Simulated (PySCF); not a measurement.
# C5H3FN2O: the cost of one run

Computed with PySCF 2.14.0 and routines of our own; the level stands in each step. Atoms count from 0.

## 1. The starting structure

12 atoms, charge 0, multiplicity 1; geometry from: GFN2-xTB.

## 2. Magnetic properties: GIAO B97-2/pcSseg-1

What the job is given:

```
{"job": {"kind": "mag", "xc": "B97-2", "basis": "pcSseg-1", "isotopologues": 0}, "charge": 0, "multiplicity": 1}
C     -1.191150    -0.985072     0.094833
C     -0.260673     0.169613     0.083051
C      1.136733     0.196147    -0.218113
C      1.925032    -0.917517    -0.575597
N      2.512423    -1.856913    -0.860649
N      1.623760     1.412412    -0.122261
O      0.614208     2.224452     0.233237
C     -0.493635     1.487583     0.352796
F     -1.600266     2.111780     0.698053
H     -0.852823    -1.733389     0.810183
H     -2.190786    -0.656036     0.366247
H     -1.221624    -1.453747    -0.887806
```

Method: GIAO B97-2/pcSseg-1 magnetisability, rotational g tensor and spin-rotation constants, non-relativistic, gas phase.

The run is started by

```bash
OMP_NUM_THREADS=1 python excited_run.py task.json out
```

One launch serves the whole session: the jobs run in the order shown.

Q: Estimate the wall time and peak memory of this first job on 1 thread of Arm Neoverse N1, shared host.

About 37 s, with a peak of 0.74 GiB.
